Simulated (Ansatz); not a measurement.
**Zr3Ag: response to strain**

Aim: deform Zr3Ag (zz strain of +2 %) and compute stress, forces and field gradients with LAPW, PAW and all-electron datasets made for the crystal.

Computed with Ansatz 0.2.0 (DFT LDA, scalar-relativistic, unless a step's input says otherwise).

**1. The starting structure**

It takes space group P4/mmm (No. 123, tetragonal). Conventional cell: a = 4.566 Å, b = 4.566 Å, c = 3.986 Å, α = 90.00°, β = 90.00°, γ = 90.00°. Zr (site symmetry 4/mmm) is surrounded by 8 Zr at 3.03 Å and 4 Ag at 3.23 Å. Around Zr (site symmetry mmm) lie 8 Zr at 3.03 to 3.23 Å and 4 Ag at 3.03 Å. Around Ag (site symmetry 4/mmm) lie 12 Zr at 3.03 to 3.23 Å.

Coordinates:

```cif
data_structure
_symmetry_space_group_name_H-M 'P 1'
_symmetry_Int_Tables_number 1
_cell_length_a 4.5660
_cell_length_b 4.5660
_cell_length_c 3.9860
_cell_angle_alpha 90.000
_cell_angle_beta 90.000
_cell_angle_gamma 90.000
_cell_volume 83.10
loop_
_atom_site_label
_atom_site_type_symbol
_atom_site_fract_x
_atom_site_fract_y
_atom_site_fract_z
_atom_site_occupancy
Zr1 Zr 0.50000 0.50000 0.00000 1
Zr2 Zr 0.00000 0.50000 0.50000 1
Zr3 Zr 0.50000 0.00000 0.50000 1
Ag1 Ag 0.00000 0.00000 0.00000 1
```

Atoms are numbered in the order of the input: Zr1, Zr2, Zr3, Ag4.

**2. The deformed structure**

Space group P4/mmm before, P4/mmm after.

**3. Full-potential LAPW**

File input.yaml:

```yaml
crystal:
  lattice:
    - [4.566, 0.0, 0.0]
    - [0.0, 4.566, 0.0]
    - [0.0, 0.0, 4.06572]
  atoms:
    - { symbol: Zr, position: [0.5, 0.5, 0.0] }
    - { symbol: Zr, position: [0.0, 0.5, 0.5] }
    - { symbol: Zr, position: [0.5, 0.0, 0.5] }
    - { symbol: Ag, position: [0.0, 0.0, 0.0] }
kpoints:
  mp_grid: { grid: [7, 7, 8] }
  band_path:
    path:
      - [0.0, 0.0, 0.0]
      - [0.0, 0.5, 0.0]
      - [0.5, 0.5, 0.0]
      - [0.0, 0.0, 0.0]
      - [0.0, 0.0, 0.5]
      - [0.0, 0.5, 0.5]
      - [0.5, 0.5, 0.5]
      - [0.0, 0.0, 0.5]
      - [0.0, 0.5, 0.0]
    npoints: 5
scf:
  occupations: { method: fermi_dirac, width: 0.05 }
hamiltonian:
  xc: lda
  pseudopotentials: { kind: all_electron, lapw: { basis_error: 0.001 } }
output:
  forces: true
  stress: true
  eigenvalues: true
```

Started as:

```
$ ansatz run input.yaml --threads 1 --pin off --max-ram 4096MiB --backend cpu --events-out ev --progress --plain --runs-dir out
```

**4. PAW on the default files**

File input.yaml:

```yaml
crystal:
  lattice:
    - [4.566, 0.0, 0.0]
    - [0.0, 4.566, 0.0]
    - [0.0, 0.0, 4.06572]
  atoms:
    - { symbol: Zr, position: [0.5, 0.5, 0.0] }
    - { symbol: Zr, position: [0.0, 0.5, 0.5] }
    - { symbol: Zr, position: [0.5, 0.0, 0.5] }
    - { symbol: Ag, position: [0.0, 0.0, 0.0] }
kpoints:
  mp_grid: { grid: [7, 7, 8] }
scf:
  occupations: { method: fermi_dirac, width: 0.05 }
hamiltonian:
  xc: lda
  pseudopotentials: { kind: paw }
output:
  forces: true
  stress: true
  eigenvalues: true
  efg: { contact_densities: true }
```

**5. All-electron PAW on datasets made for the crystal**

input.yaml: that of step 4 with these lines changed.

```diff
@@ -16,3 +16,3 @@
   xc: lda
-  pseudopotentials: { kind: paw }
+  pseudopotentials: { kind: all_electron, datasets: crystal }
 output:
```

(Steps that only read results are left out.)

Before running it: what results should come out? Wanted: pressure; largest shear or deviatoric stress.

The runs gave:

```
                                 quantity                                              value
                                 pressure  LAPW -6.73, PAW -6.74, crystal datasets -6.73 GPa
largest shear or deviatoric stress (LAPW)                                           1.80 GPa
```

The largest part of the stress beyond the pressure is 1.80 GPa in size, in the zz component; the atoms are carried along and not relaxed. No run of the undeformed cell stands beside it, so the pressure holds what the given cell had before the change. PAW: stress within 0.01 GPa of LAPW. Crystal datasets: stress within 0.01 GPa of LAPW.
